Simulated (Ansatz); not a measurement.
Write a Python script for Ansatz 0.2.0 through its Python package that makes a small convex hull of the Hf-Be system. Use (first run): r2SCAN, PAW, cutoff 653 eV, 11×11×12 k-points, Fermi-Dirac smearing of 0.1 eV.

The script reads `hfbe5_hfbe5_p6_mmm.cif`:
```cif
data_HfBe5
_cell_length_a 4.519402
_cell_length_b 4.519402
_cell_length_c 3.439690
_cell_angle_alpha 90.00000
_cell_angle_beta 90.00000
_cell_angle_gamma 120.00000
_symmetry_space_group_name_H-M 'P 1'
_symmetry_Int_Tables_number 1
loop_
_symmetry_equiv_pos_as_xyz
'x, y, z'
loop_
_atom_site_label
_atom_site_type_symbol
_atom_site_fract_x
_atom_site_fract_y
_atom_site_fract_z
Hf1 Hf    0.000000    0.000000    0.000000
Be2 Be    0.333333    0.666667    0.000000
Be3 Be    0.666667    0.333333    0.000000
Be4 Be    0.500000    0.000000    0.500000
Be5 Be    0.500000    0.500000    0.500000
Be6 Be    0.000000    0.500000    0.500000
```

The script reads `hfbe5_hfbe2_p6_mmm.cif`:
```cif
data_HfBe2
_cell_length_a 3.779501
_cell_length_b 3.779501
_cell_length_c 3.169958
_cell_angle_alpha 90.00000
_cell_angle_beta 90.00000
_cell_angle_gamma 120.00000
_symmetry_space_group_name_H-M 'P 1'
_symmetry_Int_Tables_number 1
loop_
_symmetry_equiv_pos_as_xyz
'x, y, z'
loop_
_atom_site_label
_atom_site_type_symbol
_atom_site_fract_x
_atom_site_fract_y
_atom_site_fract_z
Hf1 Hf    0.000000    0.000000    0.000000
Be2 Be    0.333333    0.666667    0.500000
Be3 Be    0.666667    0.333333    0.500000
```

`hfbe5_hf.vasp`
```text
Hf
1.0
   3.19670000    0.00000000    0.00000000
  -1.59835000    2.76842341    0.00000000
   0.00000000    0.00000000    5.05780000
Hf
2
Direct
   0.33333333    0.66666667    0.25000000
   0.66666667    0.33333333    0.75000000
```

Contents of `hfbe5_be.vasp`:
```text
Be
1.0
   2.28530000    0.00000000    0.00000000
  -1.14265000    1.97912786    0.00000000
   0.00000000    0.00000000    3.58420000
Be
2
Direct
   0.33333333    0.66666667    0.25000000
   0.66666667    0.33333333    0.75000000
```

`run_hull.py`
```python
'''Convex hull of a few Hf-Be phases, after relaxing cells and atoms.'''

from collections import Counter
import csv
import warnings

import ansatz as az
from ase.io import read
import numpy as np
from scipy.spatial import ConvexHull

K_SPACING = 0.16
OCCUPATIONS = 'fermi_dirac'
SIGMA = 0.1


def ground_state(name, crystal):
    calc = (
        crystal.calculation()
        .functional(az.Functional.R2SCAN)
        .basis(24 * az.Ha)
        .kpoints(spacing=K_SPACING)
        .occupations(OCCUPATIONS, width=SIGMA)
    )
    calc = calc.relax(force_tolerance=0.01, max_steps=40, cell=True)
    return calc.run(threads=1, backend='cpu')


def counts(outcome):
    return Counter(site.symbol for site in outcome.lattice.sites)

def formation_energy(outcome, mu):
    n = counts(outcome)
    return (outcome.report['energy_sigma0_ev'] - sum(k * mu[element] for element, k in n.items())) / sum(n.values())


def main() -> None:
    warnings.simplefilter('ignore')

    phases = {}
    atoms = read('hfbe5_hfbe5_p6_mmm.cif')
    hfbe5_p6_mmm = az.Crystal.from_ase(atoms)
    phases['HfBe5 P6/mmm'] = hfbe5_p6_mmm
    atoms = read('hfbe5_hfbe2_p6_mmm.cif')
    hfbe2_p6_mmm = az.Crystal.from_ase(atoms)
    phases['HfBe2 P6/mmm'] = hfbe2_p6_mmm
    atoms = read('hfbe5_hf.vasp', format='vasp')
    hf = az.Crystal.from_ase(atoms)
    phases['Hf'] = hf
    atoms = read('hfbe5_be.vasp', format='vasp')
    be = az.Crystal.from_ase(atoms)
    phases['Be'] = be

    done = {}
    for name, crystal in phases.items():
        done[name] = ground_state(name, crystal)
        print(f'{name}: {done[name].report["energy_sigma0_ev"]:.4f} eV, {len(done[name].lattice.sites)} atoms')

    # energy of one atom in its reference phase
    references = {'Hf': 'Hf', 'Be': 'Be'}
    mu = {element: done[name].report['energy_sigma0_ev'] / len(done[name].lattice.sites) for element, name in references.items()}
    points = sorted((counts(o)['Be'] / len(o.lattice.sites), formation_energy(o, mu), name) for name, o in done.items())

    xy = np.array([(x, e) for x, e, _ in points] + [(0.5, 10.0)])
    hull = sorted(tuple(xy[i]) for i in ConvexHull(xy).vertices if xy[i, 1] < 5)
    rows = [(name, x, e, e - np.interp(x, *zip(*hull))) for x, e, name in points]
    with open('hull.csv', 'w', newline='') as handle:
        writer = csv.writer(handle)
        writer.writerow(['phase', 'x(Be)', 'E_form (eV/atom)', 'above hull (eV/atom)'])
        writer.writerows([round(v, 4) if isinstance(v, float) else v for v in row] for row in rows)
    print(open('hull.csv').read())
    print('on the hull of these phases:', ', '.join(row[0] for row in rows if row[3] < 1e-6))


if __name__ == '__main__':
    main()
```

```console
$ python run_hull.py
HfBe5 P6/mmm: -16201.2495 eV, 6 atoms
HfBe2 P6/mmm: -15920.3294 eV, 3 atoms
Hf: -31466.1241 eV, 2 atoms
Be: -186.6736 eV, 2 atoms
phase,x(Be),E_form (eV/atom),above hull (eV/atom)
Hf,0.0,0.0,0.0
HfBe2 P6/mmm,0.6667,-0.1979,0.0025
HfBe5 P6/mmm,0.8333,-0.2506,0.0
Be,1.0,0.0,0.0

on the hull of these phases: Hf, HfBe5 P6/mmm, Be
```

Reading the output:
- Total energies depend on the potentials; only differences at equal settings carry meaning.
- Spin-orbit coupling, which matters for elements this heavy, is left out.
- The cells come from databases of deposited and of computed structures, and not all need be stable phases.
- Differences under 10 to 15 meV an atom lie within the error of mesh and functional, so such verdicts may flip; only the cells listed enter the hull.
- Finished in 3.8 min on 1 thread of Arm Neoverse V2, with other jobs on the host, peak memory 0.87 GiB.
